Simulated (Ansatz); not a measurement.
# C2H5AlF2S: molecular dynamics

The plan is to follow the molecule's vibrations and see whether its bonds hold. The start is relaxed first. Runs: 600 steps of 0.25 fs under a Nosé-Hoover thermostat at 700 K. SMILES of the start: CC(F)(F)[S][AlH2].

Method: RKS PBE0-D4/STO-3G, in Ansatz 0.2.0.

## 1. The system as given

Bond lengths: C1–C2 1.527 Å, C2–F3 1.394 Å, C2–F4 1.463 Å, C2–S5 1.826 Å, S5–Al6 2.268 Å, C1–H7 1.059 Å, C1–H8 1.113 Å, C1–H9 1.171 Å, Al6–H10 1.591 Å, Al6–H11 1.589 Å. Angles (14 of 16 angles, heavy atoms first): C1–C2–F3 108.4°, C1–C2–F4 107.6°, C1–C2–S5 112.5°, F3–C2–F4 110.3°, F3–C2–S5 108.4°, F4–C2–S5 109.6°, C2–S5–Al6 98.0°, C2–C1–H7 112.6°, C2–C1–H8 106.6°, C2–C1–H9 109.7°, S5–Al6–H10 119.6°, S5–Al6–H11 118.6°, H7–C1–H8 112.3°, H7–C1–H9 110.5°.

Coordinates:

```xyz
11

C    -0.4738   -0.8508    1.7066
C     0.0470   -0.3835    0.3491
F    -0.1862   -1.3931   -0.5837
F     1.4829   -0.1412    0.4852
S    -0.7789    1.1377   -0.2312
Al    0.3620    1.3932   -2.1747
H     0.0072   -1.7312    2.0457
H    -1.5729   -0.9865    1.5956
H    -0.3560    0.0090    2.4925
H     1.7298    2.2061   -2.1828
H    -0.1957    0.6832   -3.4817
```

## 2. Preparing the start

The input, input.yaml:

```yaml
crystal:
  periodic: [false, false, false]
  atoms:
    - { symbol: C, position_ang: [-0.4738, -0.8508, 1.7066] }
    - { symbol: C, position_ang: [0.047, -0.3835, 0.3491] }
    - { symbol: F, position_ang: [-0.1862, -1.3931, -0.5837] }
    - { symbol: F, position_ang: [1.4829, -0.1412, 0.4852] }
    - { symbol: S, position_ang: [-0.7789, 1.1377, -0.2312] }
    - { symbol: Al, position_ang: [0.362, 1.3932, -2.1747] }
    - { symbol: H, position_ang: [0.0072, -1.7312, 2.0457] }
    - { symbol: H, position_ang: [-1.5729, -0.9865, 1.5956] }
    - { symbol: H, position_ang: [-0.356, 0.009, 2.4925] }
    - { symbol: H, position_ang: [1.7298, 2.2061, -2.1828] }
    - { symbol: H, position_ang: [-0.1957, 0.6832, -3.4817] }
basis:
  gaussian: { orbitals: STO-3G }
hamiltonian:
  xc: pbe0
  dispersion: d4
relax:
  f_tol: 0.02
  max_steps: 40
output:
  orbitals: {}
```

The run is started by

```console
ansatz run input.yaml --threads 1 --pin off --max-ram 2048MiB --backend cpu --events-out ev --progress --plain --runs-dir out
```

Log, shortened:

```text
Warning: RAYON_NUM_THREADS=1 ignored (pool sized by the plan → 1); use --threads N
[...]
Functional definition: PBE0
[...]
609 factors; integrals over basis functions are off by at most 1.3e-5 eV
[...]
mean field -24704.40099352 eV, -907.8699912676 hartree, gradient 5.1e-5 eV, S^2 0.000000; 0 other end points of the search recorded, 0 dependent functions left out
[...]
reference -24704.40101088 eV, -907.8699919055 hartree; 32, 32 occupied and 11, 11 virtual orbitals, 609 factors
relax step   1: F+E_penalty+E_count = -24704.61595211 eV  Δ(F+E_penalty+E_count) = +0.000e0 eV  max|allowed force component| = 3.656e0 eV/Å  Δτ_max = 0.0000 Å  (21 SCF iters, accepted)
[...]
relax step   3: F+E_penalty+E_count = -24705.26253720 eV  Δ(F+E_penalty+E_count) = -4.238e-2 eV  max|allowed force component| = 3.391e-1 eV/Å  Δτ_max = 0.0607 Å  (26 SCF iters, accepted)
[...]
relax step   5: F+E_penalty+E_count = -24705.29992500 eV  Δ(F+E_penalty+E_count) = -2.710e-2 eV  max|allowed force component| = 7.272e-1 eV/Å  Δτ_max = 0.1196 Å  (25 SCF iters, accepted)
[...]
relax step   7: F+E_penalty+E_count = -24705.72710180 eV  Δ(F+E_penalty+E_count) = -3.364e-1 eV  max|allowed force component| = 2.003e0 eV/Å  Δτ_max = 0.1946 Å  (30 SCF iters, accepted)
[...]
relax step   9: F+E_penalty+E_count = -24706.35209467 eV  Δ(F+E_penalty+E_count) = -1.910e-1 eV  max|allowed force component| = 1.480e0 eV/Å  Δτ_max = 0.1943 Å  (31 SCF iters, accepted)
[...]
relax step  10: F+E_penalty+E_count = -24706.53332301 eV  Δ(F+E_penalty+E_count) = -1.812e-1 eV  max|allowed force component| = 8.344e-1 eV/Å  Δτ_max = 0.1987 Å  (23 SCF iters, accepted)
[...]
relax step  11: F+E_penalty+E_count = -24706.58288044 eV  Δ(F+E_penalty+E_count) = -4.956e-2 eV  max|allowed force component| = 3.037e-1 eV/Å  Δτ_max = 0.1607 Å  (25 SCF iters, accepted)
[...]
616 factors; integrals over basis functions are off by at most 1.4e-5 eV
```

## 3. The log goes on: start relaxed

Output, continued, shortened:

```text
mean field -24706.36961095 eV, -907.9423366236 hartree, gradient 1.2e-5 eV, S^2 0.000000; 0 other end points of the search recorded, 0 dependent functions left out
[...]
reference -24706.36962771 eV, -907.9423372396 hartree; 32, 32 occupied and 11, 11 virtual orbitals, 616 factors
relax step  12: F+E_penalty+E_count = -24706.59614684 eV  Δ(F+E_penalty+E_count) = -1.327e-2 eV  max|allowed force component| = 1.613e-1 eV/Å  Δτ_max = 0.0655 Å  (27 SCF iters, accepted)
[...]
relax step  18: F+E_penalty+E_count = -24706.61770982 eV  Δ(F+E_penalty+E_count) = -1.645e-4 eV  max|allowed force component| = 1.391e-2 eV/Å  Δτ_max = 0.0218 Å  (26 SCF iters, accepted)
[...]
relax step  19: F+E_penalty+E_count = -24706.61777245 eV  Δ(F+E_penalty+E_count) = -6.263e-5 eV  max|allowed force component| = 9.132e-3 eV/Å  Δτ_max = 0.0222 Å  (26 SCF iters, accepted)
[...]
Atom 1 at    -0.498673    -0.498359     0.009147 Å, force    -0.000911    -0.004057    -0.002455 eV/Å
Atom 2 at    -0.973183    -1.700033    -0.481217 Å, force     0.001648     0.009132     0.004634 eV/Å
Atom 3 at     0.877288    -0.393232    -0.600629 Å, force    -0.000900     0.002655    -0.001391 eV/Å
Atom 4 at    -1.320318     0.985721    -0.616315 Å, force    -0.001325    -0.001816    -0.002261 eV/Å
Atom 5 at     0.625199     1.165372    -1.589033 Å, force     0.001473    -0.003346     0.000578 eV/Å
Atom 6 at     0.290584    -1.522451     1.795565 Å, force    -0.000653     0.005312    -0.000029 eV/Å
Atom 7 at    -1.248486    -0.645198     2.051546 Å, force     0.007371    -0.000825    -0.004763 eV/Å
Atom 8 at     0.278680     0.268322     1.915616 Å, force    -0.004543    -0.007219    -0.003192 eV/Å
Atom 9 at     1.581681     2.152458    -0.996670 Å, force    -0.000502    -0.003260    -0.001612 eV/Å
Atom 10 at     0.723499     0.740021    -3.020600 Å, force    -0.000632     0.002278     0.005806 eV/Å
Dipole moment:     0.118732    -0.252300     0.339117 e Å
```

It took 27 s on 1 thread of AMD EPYC 9R45 (Zen 5), shared host; peak memory 0.17 GiB.

Relaxation path:

```
step  energy from step 1 (eV)  largest force component (eV/Å)
   1                   0.0000                          3.6557
   2                  -0.6042                          0.7429
   3                  -0.6466                          0.3391
   4                  -0.6569                          0.1066
   5                  -0.6840                          0.7272
   6                  -0.7748                          1.3098
   7                  -1.1112                          2.0033
   8                  -1.5452                          1.5582
   9                  -1.7361                          1.4799
  10                  -1.9174                          0.8344
  11                  -1.9669                          0.3037
  12                  -1.9802                          0.1613
  13                  -1.9907                          0.1633
  14                  -1.9966                          0.0996
  15                  -2.0000                          0.1205
  16                  -2.0010                          0.1182
  17                  -2.0016                          0.0270
  18                  -2.0018                          0.0139
  19                  -2.0018                          0.0091
```

Step 1 is the start.

After: Bond lengths: C1–C2 1.565 Å, C2–F3 1.382 Å, C2–F4 1.509 Å, C2–S5 1.808 Å, F4–Al6 1.863 Å, S5–Al6 2.183 Å, C1–H7 1.099 Å, C1–H8 1.098 Å, C1–H9 1.097 Å, Al6–H10 1.497 Å, Al6–H11 1.497 Å. Angles (14 of 20 angles, heavy atoms first): C1–C2–F3 109.8°, C1–C2–F4 105.7°, C1–C2–S5 117.8°, F3–C2–F4 103.3°, F3–C2–S5 115.8°, F4–C2–S5 102.6°, C2–F4–Al6 98.6°, C2–S5–Al6 79.4°, F4–Al6–S5 79.4°, C2–C1–H7 110.6°, C2–C1–H8 108.7°, C2–C1–H9 110.0°, F4–Al6–H10 104.8°, F4–Al6–H11 105.1°.

Pairs that crossed the distance rule for bonds on the way: came closer F4–Al6.

## 4. Dynamics

600 steps of 0.25 fs under a Nosé-Hoover thermostat at 700 K, from the relaxed start.

The input, input.yaml:

```yaml
crystal:
  periodic: [false, false, false]
  atoms:
    - { symbol: C, position_ang: [-0.270871, -0.609719, 1.553189] }
    - { symbol: C, position_ang: [-0.498673, -0.498359, 0.009147] }
    - { symbol: F, position_ang: [-0.973183, -1.700033, -0.481217] }
    - { symbol: F, position_ang: [0.877288, -0.393232, -0.600629] }
    - { symbol: S, position_ang: [-1.320318, 0.985721, -0.616315] }
    - { symbol: Al, position_ang: [0.625199, 1.165372, -1.589033] }
    - { symbol: H, position_ang: [0.290584, -1.522451, 1.795565] }
    - { symbol: H, position_ang: [-1.248486, -0.645198, 2.051546] }
    - { symbol: H, position_ang: [0.27868, 0.268322, 1.915616] }
    - { symbol: H, position_ang: [1.581681, 2.152458, -0.99667] }
    - { symbol: H, position_ang: [0.723499, 0.740021, -3.0206] }
basis:
  gaussian: { orbitals: STO-3G }
hamiltonian:
  xc: pbe0
  dispersion: d4
md:
  timestep: 0.25
  n_steps: 600
  ensemble: nvt_nose_hoover
  temperature: 700.0
  initial_velocities: maxwell_boltzmann
  seed: 930056
  nose_hoover: { tau: 300.0, chain_length: 3 }
```

The run is started by

```console
ansatz run input.yaml --threads 1 --pin off --max-ram 2048MiB --backend cpu --events-out ev --progress --plain --runs-dir out
```

Log, shortened:

```text
Warning: RAYON_NUM_THREADS=1 ignored (pool sized by the plan → 1); use --threads N
[...]
[... 1 set-up line as earlier in the session ...]
[...]
611 factors; integrals over basis functions are off by at most 8.6e-6 eV
[...]
mean field -24706.38998492 eV, -907.9430853530 hartree, gradient 3.2e-5 eV, S^2 0.000000; 0 other end points of the search recorded, 0 dependent functions left out
[...]
reference -24706.39000167 eV, -907.9430859688 hartree; 32, 32 occupied and 11, 11 virtual orbitals, 611 factors
md step     0: t =     0.00 fs  T =   700.0 K  F+E_penalty+E_count = -24706.61776324 eV  E_kin = 0.814338 eV  conserved = -24705.80342525 eV  (22 SCF iters)
[...]
md step    20: t =     5.00 fs  T =   547.6 K  F+E_penalty+E_count = -24706.44036429 eV  E_kin = 0.637053 eV  conserved = -24705.80332798 eV  (20 SCF iters)
[...]
md step    40: t =    10.00 fs  T =   367.2 K  F+E_penalty+E_count = -24706.23031543 eV  E_kin = 0.427137 eV  conserved = -24705.80327705 eV  (19 SCF iters)
[...]
md step    60: t =    15.00 fs  T =   288.2 K  F+E_penalty+E_count = -24706.13827517 eV  E_kin = 0.335245 eV  conserved = -24705.80327792 eV  (21 SCF iters)
[...]
md step    79: t =    19.75 fs  T =   329.8 K  F+E_penalty+E_count = -24706.18641865 eV  E_kin = 0.383683 eV  conserved = -24705.80322745 eV  (21 SCF iters)
md step    80: t =    20.00 fs  T =   328.1 K  F+E_penalty+E_count = -24706.18431348 eV  E_kin = 0.381647 eV  conserved = -24705.80317655 eV  (21 SCF iters)
```

## 5. The output, continued: dynamics from the start

Output, continued, shortened:

```text
md step    81: t =    20.25 fs  T =   325.3 K  F+E_penalty+E_count = -24706.18097912 eV  E_kin = 0.378384 eV  conserved = -24705.80312360 eV  (21 SCF iters)
[...]
md step   107: t =    26.75 fs  T =   358.8 K  F+E_penalty+E_count = -24706.21919044 eV  E_kin = 0.417366 eV  conserved = -24705.80296491 eV  (20 SCF iters)
[...]
md step   133: t =    33.25 fs  T =   338.9 K  F+E_penalty+E_count = -24706.19549363 eV  E_kin = 0.394228 eV  conserved = -24705.80320548 eV  (19 SCF iters)
[...]
md step   159: t =    39.75 fs  T =   257.9 K  F+E_penalty+E_count = -24706.10027267 eV  E_kin = 0.300062 eV  conserved = -24705.80299820 eV  (20 SCF iters)
[...]
md step   184: t =    46.00 fs  T =   295.7 K  F+E_penalty+E_count = -24706.14344040 eV  E_kin = 0.344043 eV  conserved = -24705.80307944 eV  (21 SCF iters)
md step   185: t =    46.25 fs  T =   307.3 K  F+E_penalty+E_count = -24706.15692858 eV  E_kin = 0.357512 eV  conserved = -24705.80314324 eV  (20 SCF iters)
```

## 6. The log goes on: dynamics from the start

Output, continued, shortened:

```text
md step   186: t =    46.50 fs  T =   318.6 K  F+E_penalty+E_count = -24706.17008207 eV  E_kin = 0.370651 eV  conserved = -24705.80320399 eV  (19 SCF iters)
[...]
md step   206: t =    51.50 fs  T =   418.3 K  F+E_penalty+E_count = -24706.28495744 eV  E_kin = 0.486659 eV  conserved = -24705.80322156 eV  (19 SCF iters)
[...]
md step   226: t =    56.50 fs  T =   447.0 K  F+E_penalty+E_count = -24706.31692705 eV  E_kin = 0.520003 eV  conserved = -24705.80330036 eV  (20 SCF iters)
[...]
md step   246: t =    61.50 fs  T =   455.8 K  F+E_penalty+E_count = -24706.32547665 eV  E_kin = 0.530209 eV  conserved = -24705.80324556 eV  (21 SCF iters)
[...]
md step   598: t =   149.50 fs  T =   256.6 K  F+E_penalty+E_count = -24706.05162108 eV  E_kin = 0.298528 eV  conserved = -24705.80315302 eV  (21 SCF iters)
[...]
Atom 1 at    -0.560544    -0.414815     0.100943 Å, force     1.221615    -0.541146     0.068924 eV/Å
Atom 2 at    -0.836362    -1.545880    -0.664704 Å, force    -0.016008     0.161443     0.188763 eV/Å
Atom 3 at     0.914223    -0.126392    -0.326127 Å, force    -0.020059    -1.127679     0.284407 eV/Å
Atom 4 at    -1.264972     1.085255    -0.560814 Å, force    -1.365918    -0.143594     0.498431 eV/Å
Atom 5 at     0.531550     0.905551    -1.767611 Å, force     0.502307     1.966205    -0.160097 eV/Å
Atom 6 at    -0.097020    -1.989735     1.538658 Å, force    -0.168873     1.011000     0.274475 eV/Å
Atom 7 at    -1.261093    -0.805666     2.232485 Å, force    -0.500388     0.257073     0.139975 eV/Å
Atom 8 at     0.480627    -0.325064     2.051882 Å, force    -0.697323    -0.423152    -0.109883 eV/Å
Atom 9 at     1.234077     2.240915    -1.544590 Å, force     0.146010    -0.657715    -0.314076 eV/Å
Atom 10 at     0.690196     0.201986    -3.081810 Å, force    -0.191112    -0.327799     0.288920 eV/Å
Dipole moment:     0.070933    -0.430942     0.371585 e Å
```

Wall time 12 min (1 thread of AMD EPYC 9R45 (Zen 5), shared host); peak memory 0.14 GiB.

## 7. The trajectory

One step in 43; energies are changes from step 0:

| time (fs) | T (K) | potential energy change (meV/atom) | conserved energy change (meV/atom) |
| --- | --- | --- | --- |
| 0.0 | 700 | 0.0 | 0.00 |
| 10.8 | 326 | 39.6 | 0.03 |
| 21.5 | 318 | 40.5 | 0.04 |
| 32.2 | 332 | 39.1 | 0.03 |
| 43.0 | 271 | 45.7 | 0.02 |
| 53.8 | 409 | 31.3 | 0.04 |
| 64.5 | 443 | 28.0 | 0.04 |
| 75.2 | 371 | 35.9 | 0.01 |
| 86.0 | 378 | 35.6 | 0.02 |
| 96.8 | 169 | 58.1 | 0.05 |
| 107.5 | 393 | 34.7 | 0.03 |
| 118.2 | 352 | 39.5 | 0.01 |
| 129.0 | 451 | 29.7 | 0.03 |
| 139.8 | 362 | 39.9 | 0.03 |
| 150.0 | 275 | 49.5 | 0.02 |

time (fs), T (K) and a bar:
```
      0.0        700 ##############################
      6.5        457 ################
     13.0        262 ####
     19.5        330 ########
     26.0        359 ##########
     32.5        334 #########
     39.2        268 #####
     45.8        285 ######
     52.2        424 ##############
     58.8        407 #############
     65.2        473 #################
     71.8        392 ############
     78.2        313 #######
     84.8        397 ############
     91.2        270 #####
     97.8        189 
    104.2        331 ########
    110.8        396 ############
    117.5        350 #########
    124.0        326 ########
    130.5        482 #################
    137.0        471 #################
    143.5        240 ###
    150.0        275 #####
```

Maxima of the velocity power spectrum (cm⁻¹, relative height; resolution about 440 cm⁻¹): 280 (82), 610 (100).

## 8. Snapshots as a file

Extended XYZ, with forces in eV/Å:

```xyz
11
time_fs=18.8 T=315 dE=0.4480
C    -0.194   -0.768    1.631   -0.622    1.009   -1.726
C    -0.538   -0.453    0.084    1.085   -0.794   -0.420
F    -1.015   -1.601   -0.526    0.219   -0.362    0.462
F     0.889   -0.342   -0.502   -0.381    0.746    0.123
S    -1.363    0.974   -0.643    1.309    0.588    0.165
Al    0.673    1.147   -1.654   -1.461   -0.486    0.352
H     0.554   -1.560    1.671    0.189   -0.191    0.034
H    -1.102   -1.075    2.127   -0.600   -0.304    0.428
H     0.171    0.147    2.094    0.253    0.198    0.252
H     1.391    2.469   -1.448   -0.020   -0.610    0.286
H     0.808    0.387   -2.945    0.031    0.206    0.045
11
time_fs=37.5 T=299 dE=0.4688
C    -0.228   -0.829    1.557    0.244    0.828   -0.694
C    -0.483   -0.455    0.065   -0.854    0.112   -0.071
F    -1.015   -1.592   -0.522    0.691   -0.356   -0.358
F     0.904   -0.209   -0.406    0.413   -1.347   -0.387
S    -1.296    1.006   -0.647   -1.205    0.277    0.744
Al    0.569    1.065   -1.679    1.108    0.219   -0.144
H     0.636   -1.491    1.506    0.337   -0.213    0.479
H    -1.066   -1.358    1.962   -0.921   -0.499    0.440
H    -0.019    0.057    2.147    0.229    0.286    0.368
H     1.536    2.026   -1.110    0.260    0.710   -0.220
H     0.846    0.406   -2.989   -0.301   -0.016   -0.158
11
time_fs=56.2 T=446 dE=0.3020
C    -0.339   -0.794    1.565    0.253    0.331   -0.483
C    -0.507   -0.466    0.042    0.076    0.601    0.086
F    -0.914   -1.639   -0.569    0.370    0.257   -0.291
F     0.957   -0.240   -0.398   -0.759   -0.148   -0.685
S    -1.309    1.064   -0.580    0.634   -0.795    0.631
Al    0.576    1.028   -1.708   -0.470    0.867   -0.286
H     0.554   -1.425    1.657    0.096    0.129    0.298
H    -1.192   -1.369    1.881   -0.817   -0.524    0.313
H    -0.283    0.101    2.187    0.284    0.205    0.032
H     1.521    2.214   -1.628   -0.137   -0.552    0.262
H     0.276    0.431   -3.051    0.471   -0.371    0.124
11
time_fs=75.0 T=369 dE=0.3973
C    -0.493   -0.702    1.602    0.581    0.116    0.006
C    -0.491   -0.469    0.042    0.512   -0.184    0.110
F    -0.764   -1.634   -0.655   -0.927   -0.248    0.223
F     0.911   -0.304   -0.473    0.397    0.908    0.924
S    -1.286    1.069   -0.465    0.862   -0.041   -1.059
Al    0.547    1.029   -1.762   -0.471   -1.164    0.651
H     0.338   -1.344    1.961   -0.220    0.414   -0.314
H    -1.421   -1.185    1.884   -0.612   -0.410   -0.044
H    -0.497    0.275    2.114    0.369   -0.209   -0.121
H     1.577    2.106   -1.720   -0.125    0.269    0.126
H     0.631   -0.062   -2.795   -0.366    0.551   -0.500
11
time_fs=93.8 T=247 dE=0.5466
C    -0.608   -0.651    1.579    1.234   -0.423    1.302
C    -0.461   -0.479    0.043   -0.435   -0.337   -0.219
F    -0.733   -1.641   -0.695   -0.303    0.407    0.607
F     0.949   -0.255   -0.451    0.598   -0.405    0.165
S    -1.196    1.059   -0.435   -1.737    0.208   -0.413
Al    0.466    0.963   -1.770    0.662    1.462   -0.157
H     0.110   -1.373    2.052   -0.445    0.631   -0.548
H    -1.615   -0.997    1.825   -0.319   -0.208   -0.314
H    -0.514    0.351    2.054    0.256   -0.658   -0.266
H     1.298    2.162   -1.447    0.453   -0.104   -0.268
H     0.359    0.502   -3.184    0.035   -0.574    0.111
11
time_fs=112.5 T=408 dE=0.3668
C    -0.605   -0.729    1.559    1.392   -0.609    1.566
C    -0.421   -0.477    0.042   -0.491    0.352   -0.306
F    -0.774   -1.627   -0.661    0.270    0.321    0.068
F     1.021   -0.238   -0.391   -1.265    0.123   -0.204
S    -1.237    1.068   -0.454    0.216    0.099   -0.125
Al    0.468    1.002   -1.793    0.643   -0.955   -0.128
H    -0.046   -1.650    1.909   -0.458    1.103   -0.365
H    -1.667   -0.901    1.771   -0.142   -0.003   -0.282
H    -0.302    0.166    2.164   -0.019   -0.831   -0.609
H     1.681    1.903   -1.849   -0.518    0.070    0.110
H     0.107    0.094   -2.959    0.373    0.330    0.276
11
time_fs=131.2 T=505 dE=0.2647
C    -0.485   -0.857    1.567    0.419   -0.218    1.027
C    -0.467   -0.435    0.067   -0.007    0.268    0.313
F    -0.793   -1.575   -0.626   -0.344   -0.611   -0.781
F     0.945   -0.197   -0.363    0.466    0.403   -0.075
S    -1.276    1.089   -0.495    0.780   -0.245   -0.369
Al    0.528    0.969   -1.803   -0.725   -0.531    0.634
H    -0.131   -1.927    1.676   -0.148    1.341   -0.122
H    -1.538   -0.831    1.869   -0.105   -0.010    0.179
H     0.080   -0.163    2.245   -0.327   -0.648   -0.735
H     1.411    2.160   -1.964    0.085    0.079    0.204
H     0.506   -0.134   -2.812   -0.094    0.173   -0.273
11
time_fs=150.0 T=275 dE=0.5447
C    -0.373   -0.901    1.617    1.090   -0.175   -1.160
C    -0.560   -0.415    0.101    1.222   -0.541    0.069
F    -0.836   -1.546   -0.665   -0.016    0.161    0.189
F     0.914   -0.126   -0.326   -0.020   -1.128    0.284
S    -1.265    1.085   -0.561   -1.366   -0.144    0.498
Al    0.532    0.906   -1.768    0.502    1.966   -0.160
H    -0.097   -1.990    1.539   -0.169    1.011    0.275
H    -1.261   -0.806    2.232   -0.500    0.257    0.140
H     0.481   -0.325    2.052   -0.697   -0.423   -0.110
H     1.234    2.241   -1.545    0.146   -0.658   -0.314
H     0.690    0.202   -3.082   -0.191   -0.328    0.289
```

## 9. What came out

| quantity | value |
| --- | --- |
| relaxation of the start | 18 moves, 2.002 eV lower |
| length | 600 steps of 0.25 fs |
| temperature, first and last step | 700 and 275 K |
| temperature, second half | mean 340 K, from 168 to 522 K |
| potential energy, second half | +41 meV/atom from the start |
| largest change of the conserved energy | 0.05 meV/atom |
| bonds formed or broken | 0 |

**Reading.** Against a set 700 K the second half averages 340 K with a spread of 84 K; 41 meV/atom has gone into potential energy, and a thermostat that acts over some 300 fs has not made it up in 150 fs. The conserved energy strays from its start by at most 0.05 meV/atom, 0.1 % of the mean kinetic energy, so a step of 0.25 fs is short enough over this time. No bond forms or breaks. A run of 150 fs with 11 atoms shows the motion but fixes no equilibrium value. The nuclei move classically, without zero-point motion, which matters most for hydrogen. In so small a basis the energies are only a sketch.
